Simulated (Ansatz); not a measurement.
**GaH₄SeN: basis-set convergence**

Aim: see how fast density functionals converge with the basis set for GaH₄SeN.

Method: one geometry, several basis sets; program: Ansatz 0.2.0, Gaussian basis.

The runs, in order: PBE0-D4/def2-SVP; ωB97M-V/def2-SVP; PBE0-D4/def2-QZVPP; ωB97M-V/def2-QZVPP; the functionals' def2-TZVPP values are taken from earlier runs.

## (1) The relaxed structure

All runs share one geometry, relaxed beforehand with PBE0-D4 in a triple-zeta def2 set.

SMILES `[NH2][GaH][SeH]`, 7 atoms, charge 0, spin multiplicity 1.

Atoms are counted from 1 here; the program's logs count them from 0.

Bond lengths: N1–Ga2 1.809 Å, N1–H4 1.005 Å, N1–H5 1.005 Å, Ga2–Se3 2.330 Å, Ga2–H6 1.554 Å, Se3–H7 1.468 Å. Angles: Ga2–N1–H4 124.2°, Ga2–N1–H5 123.5°, H4–N1–H5 112.3°, N1–Ga2–Se3 115.0°, N1–Ga2–H6 121.8°, Se3–Ga2–H6 123.2°, Ga2–Se3–H7 92.2°.

As a file:

```mol
GaH4NSe
  3D, bonds by distance, orders not assigned

  7  6  0  0  0  0  0  0  0  0999 V2000
   -1.0980    0.4687   -0.9123 N   0  0
    0.0683    0.1764    0.4390 Ga  0  0
    1.6883   -1.4417    0.0087 Se  0  0
   -1.0784   -0.0184   -1.7912 H   0  0
   -1.8457    1.1389   -0.8646 H   0  0
   -0.0174    0.9578    1.7797 H   0  0
    2.2829   -1.2816    1.3407 H   0  0
  1  2  8  0
  2  3  8  0
  1  4  8  0
  1  5  8  0
  2  6  8  0
  3  7  8  0
M  END
```

## (2) PBE0-D4 in def2-SVP

in.yaml reads:

```yaml
crystal:
  periodic: [false, false, false]
  atoms:
    - {symbol: N, position_ang: [-1.098035, 0.468725, -0.912285]}
    - {symbol: Ga, position_ang: [0.068266, 0.176417, 0.438996]}
    - {symbol: Se, position_ang: [1.688317, -1.441728, 0.008674]}
    - {symbol: H, position_ang: [-1.078391, -0.018421, -1.791225]}
    - {symbol: H, position_ang: [-1.845658, 1.138872, -0.864577]}
    - {symbol: H, position_ang: [-0.017418, 0.957760, 1.779670]}
    - {symbol: H, position_ang: [2.282908, -1.281615, 1.340747]}
basis:
  gaussian: {orbitals: def2-SVP}
hamiltonian: {xc: pbe0, dispersion: d4}
output: {orbitals: {seedname: orbitals}}
```

On the command line:

```bash
$ ansatz run in.yaml --threads 2 --pin off --events-out ev --progress --plain --max-ram 4352MiB
```

The runs that follow: ωB97M-V in def2-SVP; PBE0-D4 in def2-QZVPP; ωB97M-V in def2-QZVPP.

Before running them: what should the planned runs give, taken together? Wanted: PBE0-D4: double and triple zeta above quadruple; ωB97M-V: double and triple zeta above quadruple.

The runs gave:

```
                                       quantity           value
PBE0-D4: double and triple zeta above quadruple  19.31, 2.67 eV
ωB97M-V: double and triple zeta above quadruple  19.25, 2.58 eV
```

PBE0-D4 gains 16.65 eV from double to triple zeta, then 2.67 eV more. These are total energies; as a rule much of such shifts cancels in differences, which this series doesn't test. The LUMO of ωB97M-V is positive and keeps falling with the basis (1.41 to 0.91 eV): an unbound level that the basis holds in place.
